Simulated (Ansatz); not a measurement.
**Ga4As4 wurtzite atom sphere (Ga₄As₄H₁₄): the relaxed shape and its frontier levels**

What does Ga4As4 wurtzite atom sphere (Ga₄As₄H₁₄) look like as a singlet, and where do its frontier electrons sit?

Program: Ansatz 0.2.0, Gaussian basis. Level of theory: RKS PBE0-D4/def2-TZVP. These are calculated values, not measurements.

The runs, in order: relaxation at PBE-D4/def2-SVP; a single point at PBE0-D4/def2-TZVP.

## (1) Starting geometry

22 atoms, charge 0, spin multiplicity 1.

Atoms are counted from 1 here; the program's logs count them from 0.

Bond lengths: Ga1–As2 2.658 Å, Ga1–As4 2.505 Å, Ga1–H9 1.573 Å, Ga1–H10 1.575 Å, As2–Ga6 2.556 Å, As2–H11 1.504 Å, As2–H12 1.504 Å, Ga3–As4 2.506 Å, Ga3–As5 2.655 Å, Ga3–H13 1.573 Å, Ga3–H14 1.575 Å, As4–Ga7 2.505 Å, As4–H15 1.506 Å, As5–Ga6 2.558 Å, As5–H16 1.504 Å, As5–H17 1.504 Å, Ga6–As8 2.559 Å, Ga6–H18 1.591 Å and more. Angles: As2–Ga1–As4 97.2°, As2–Ga1–H9 103.8°, As2–Ga1–H10 103.7°, As4–Ga1–H9 114.9°, As4–Ga1–H10 114.7°, H9–Ga1–H10 118.4°, Ga1–As2–Ga6 123.0°, Ga1–As2–H11 114.3°, Ga1–As2–H12 114.4°, Ga6–As2–H11 104.7°, Ga6–As2–H12 104.7°, H11–As2–H12 90.5°, As4–Ga3–As5 97.4°, As4–Ga3–H13 114.7°, As4–Ga3–H14 114.7°, As5–Ga3–H13 103.7°, As5–Ga3–H14 104.0°, H13–Ga3–H14 118.5° and more.

As a file:

```mol
As4Ga4H14
  3D, bonds by distance, orders not assigned

 22 23  0  0  0  0  0  0  0  0999 V2000
   -2.1301   -1.2251   -1.4903 Ga  0  0
   -1.9431   -1.1218    1.1590 As  0  0
    2.1217   -1.2345   -1.4904 Ga  0  0
   -0.0019   -0.0066   -2.0029 As  0  0
    1.9546   -1.1146    1.1566 As  0  0
    0.0028    0.0036    2.3750 Ga  0  0
    0.0010    2.4449   -1.4894 Ga  0  0
    0.0009    2.2519    1.1535 As  0  0
   -2.1059   -2.7655   -1.8090 H   0  0
   -3.4437   -0.4146   -1.8048 H   0  0
   -2.1037   -2.4512    1.8439 H   0  0
   -3.1742   -0.6032    1.8493 H   0  0
    2.0794   -2.7772   -1.7969 H   0  0
    3.4388   -0.4388   -1.8242 H   0  0
   -0.0006   -0.0028   -3.5085 H   0  0
    2.1155   -2.4460    1.8376 H   0  0
    3.1896   -0.6004    1.8431 H   0  0
    0.0010    0.0083    3.9657 H   0  0
   -1.3503    3.1837   -1.8143 H   0  0
    1.3550    3.1785   -1.8147 H   0  0
   -1.0721    3.0621    1.8283 H   0  0
    1.0650    3.0696    1.8332 H   0  0
  1  2  8  0
  1  4  8  0
  1  9  8  0
  1 10  8  0
  2  6  8  0
  2 11  8  0
  2 12  8  0
  3  4  8  0
  3  5  8  0
  3 13  8  0
  3 14  8  0
  4  7  8  0
  4 15  8  0
  5  6  8  0
  5 16  8  0
  5 17  8  0
  6  8  8  0
  6 18  8  0
  7  8  8  0
  7 19  8  0
  7 20  8  0
  8 21  8  0
  8 22  8  0
M  END
```

The start is a GFN2-xTB geometry.

## (2) Relaxation at PBE-D4/def2-SVP

Contents of in.yaml:

```yaml
crystal:
  periodic: [false, false, false]
  atoms:
    - {symbol: Ga, position_ang: [-2.130070, -1.225140, -1.490320]}
    - {symbol: As, position_ang: [-1.943120, -1.121760, 1.159050]}
    - {symbol: Ga, position_ang: [2.121710, -1.234470, -1.490360]}
    - {symbol: As, position_ang: [-0.001850, -0.006600, -2.002870]}
    - {symbol: As, position_ang: [1.954630, -1.114650, 1.156570]}
    - {symbol: Ga, position_ang: [0.002830, 0.003550, 2.375050]}
    - {symbol: Ga, position_ang: [0.001040, 2.444860, -1.489370]}
    - {symbol: As, position_ang: [0.000950, 2.251920, 1.153520]}
    - {symbol: H, position_ang: [-2.105890, -2.765540, -1.808980]}
    - {symbol: H, position_ang: [-3.443660, -0.414640, -1.804780]}
    - {symbol: H, position_ang: [-2.103720, -2.451150, 1.843890]}
    - {symbol: H, position_ang: [-3.174170, -0.603200, 1.849290]}
    - {symbol: H, position_ang: [2.079400, -2.777210, -1.796880]}
    - {symbol: H, position_ang: [3.438750, -0.438830, -1.824230]}
    - {symbol: H, position_ang: [-0.000570, -0.002800, -3.508540]}
    - {symbol: H, position_ang: [2.115480, -2.445970, 1.837590]}
    - {symbol: H, position_ang: [3.189590, -0.600440, 1.843130]}
    - {symbol: H, position_ang: [0.001040, 0.008260, 3.965750]}
    - {symbol: H, position_ang: [-1.350310, 3.183650, -1.814320]}
    - {symbol: H, position_ang: [1.355030, 3.178490, -1.814690]}
    - {symbol: H, position_ang: [-1.072070, 3.062090, 1.828340]}
    - {symbol: H, position_ang: [1.064980, 3.069590, 1.833170]}
basis:
  gaussian: {orbitals: def2-SVP}
hamiltonian: {xc: pbe, dispersion: d4}
scf: {lower_state_search: "off"}
output: {orbitals: {seedname: orbitals}}
relax: {f_tol: 0.03, max_steps: 70}
```

The run is started by

```console
ansatz run in.yaml --threads 2 --pin off --events-out ev --progress --plain --max-ram 32768MiB --backend cuda --devices 0, --max-vram 18GiB
```

Further steps of the session: Single point, PBE0-D4/def2-TZVP.

Q: Predict the results of all the runs planned. Wanted: point group; commonest bond, hydrogen aside; HOMO, LUMO at PBE0-D4/def2-TZVP; dipole at PBE-D4/def2-SVP.

As calculated:

```
                       quantity                            value
                    point group                              C3v
 commonest bond, hydrogen aside  As–Ga, 9 of mean length 2.518 Å
HOMO, LUMO at PBE0-D4/def2-TZVP                  -7.19, -1.09 eV
      dipole at PBE-D4/def2-SVP                           4.05 D
```

**Reading.** The molecule keeps its bonding pattern by the stored test; the atoms moved 0.10 Å (rms). No usable vibrations, so a minimum isn't proven. Whether this spin is the lowest isn't tested here.
